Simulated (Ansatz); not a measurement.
**CH3ClTe: a ladder of functionals and wavefunction methods**

One table from this session's results is given with a row withheld; the runs are named, their logs left out.

Method: functionals in def2-TZVPP, the program's frozen cores in correlated methods; program: Ansatz 0.2.0, Gaussian basis.

Plan: LDA (SPW92), PBE-D4, revPBE-D4, BLYP-D4, r2SCAN-D4, B97M-V, PBE0-D4, B3LYP-D4, r2SCANh-D4, r2SCAN0-D4, HSE06-D4, BHLYP-D4, CAM-B3LYP-D4, LC-ωPBE, ωB97X-V, ωB97M-V, B2PLYP, PBE-QIDH; CCSD(T)/def2-SVP; CCSD(T)/def2-TZVPP; MP2/def2-QZVPP; extrapolation to the limit; RPA on PBE.

### Structure used throughout

All runs share one geometry, relaxed beforehand with PBE0-D4 in a triple-zeta def2 set. Te takes the def2 core potential; no spin-orbit term is included.

SMILES `ClC[TeH]`, 6 atoms, charge 0, spin multiplicity 1.

Atoms are counted from 1 here; the program's logs count them from 0.

Bond lengths: Cl1–C2 1.766 Å, C2–Te3 2.155 Å, C2–H4 1.086 Å, C2–H5 1.086 Å, Te3–H6 1.661 Å. Angles: Cl1–C2–Te3 109.0°, Cl1–C2–H4 108.4°, Cl1–C2–H5 108.4°, Te3–C2–H4 109.8°, Te3–C2–H5 109.9°, H4–C2–H5 111.3°, C2–Te3–H6 92.5°.

Set-up of the first run:

Input file in.yaml:

```yaml
crystal:
  periodic: [false, false, false]
  atoms:
    - {symbol: Cl, position_ang: [-1.932849, 0.019446, -0.884847]}
    - {symbol: C, position_ang: [-0.217911, -0.111132, -0.484493]}
    - {symbol: Te, position_ang: [0.062263, 0.430119, 1.582101]}
    - {symbol: H, position_ang: [0.093782, -1.139223, -0.641683]}
    - {symbol: H, position_ang: [0.336007, 0.570534, -1.122709]}
    - {symbol: H, position_ang: [1.700707, 0.166355, 1.505431]}
basis:
  gaussian: {orbitals: def2-TZVPP}
hamiltonian: {xc: lda}
output: {orbitals: {seedname: orbitals}}
```

Command:

```
> ansatz run in.yaml --threads 2 --pin off --events-out ev --progress --plain --max-ram 4352MiB
```

Steps of the session up to this table: LDA; PBE-D4 (GGA); revPBE-D4 (GGA); BLYP-D4 (GGA); r2SCAN-D4 (meta-GGA); B97M-V (meta-GGA); B3LYP-D4 (hybrid); r2SCANh-D4 (hybrid); r2SCAN0-D4 (hybrid); HSE06-D4 (hybrid); BHLYP-D4 (hybrid); CAM-B3LYP-D4 (range-separated); LC-ωPBE (range-separated); ωB97X-V (range-separated); ωB97M-V (range-separated); B2PLYP (double hybrid); PBE-QIDH (double hybrid).

One table of the session follows, with a row left open; its other results are not shown here.

It belongs to the step «Orbital energies across the functionals». 

| functional | HOMO (eV) | gap (eV) |
| --- | --- | --- |
| LDA (SPW92) | -5.49 | 3.37 |
| PBE-D4 | -5.35 | 3.42 |
| revPBE-D4 | -5.30 | 3.45 |
| BLYP-D4 | -5.19 | 3.35 |
| r2SCAN-D4 | -5.60 | 3.85 |
| B97M-V | -5.61 | 3.84 |
| PBE0-D4 | -6.42 | 5.32 |
| B3LYP-D4 | -6.21 | 4.87 |
| r2SCANh-D4 | ? | ? |
| r2SCAN0-D4 | -6.59 | 5.59 |
| HSE06-D4 | -6.03 | 4.55 |
| BHLYP-D4 | -7.34 | 7.09 |
| CAM-B3LYP-D4 | -7.68 | 7.59 |
| LC-ωPBE | -9.01 | 10.07 |
| ωB97X-V | -8.68 | 9.60 |
| ωB97M-V | -8.56 | 9.30 |

**Question.** Estimate the row for r2SCANh-D4.

Worked estimate for «HOMO (eV)». Against the share of exact exchange, r2SCAN-D4 (0, -5.60), r2SCAN0-D4 (0.25, -6.59) give a slope of -3.96 per unit share; at 0.1 the line stands at -6.00.

The run gave: HOMO (eV): -6.00; gap (eV): 4.55. In «HOMO (eV)» the line misses by 0.00.
